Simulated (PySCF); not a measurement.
SGaH3, in a box:

```
S Ga H
1.0
    12.00000    0.00000    0.00000
     0.00000   12.00000    0.00000
     0.00000    0.00000   12.00000
S Ga H
1 1 3
Cartesian
  6.2757 4.5332 6.7107
  5.9074 6.4196 5.6429
  7.5005 4.8781 7.1396
  4.5255 6.5189 4.9284
  7.0242 7.5088 5.6685
```

Base run:

| Property | Result |
| --- | --- |
| Program | PySCF 2.14.0 |
| Functional | HCTH407 |
| Dispersion | D3 |
| Potentials or basis | pob-tzvp-rev2 (all-electron) |
| k mesh | 1 × 1 × 1 |
| Occupations | fixed |
| Spin | no spin polarisation |

Its results: gap between the frontier levels 4.93 eV.

Problem. The run is repeated on the same cell with these changes: functional from HCTH407 to B3LYP. What comes out?

Solution. Gap between the frontier levels 6.31 eV.

Caveats: this is a molecule in a periodic box at the Γ point, so its band gap is the HOMO-LUMO gap; relativity is left out, which matters for the heavier elements; the basis of atomic orbitals isn't converged, which shifts pressures, moduli and gaps; this basis is made for solids and lacks diffuse functions, so gaps of a molecule come out too wide by an eV or more.

A k mesh can miss the band edges.

Not every run made on this cell is shown here.
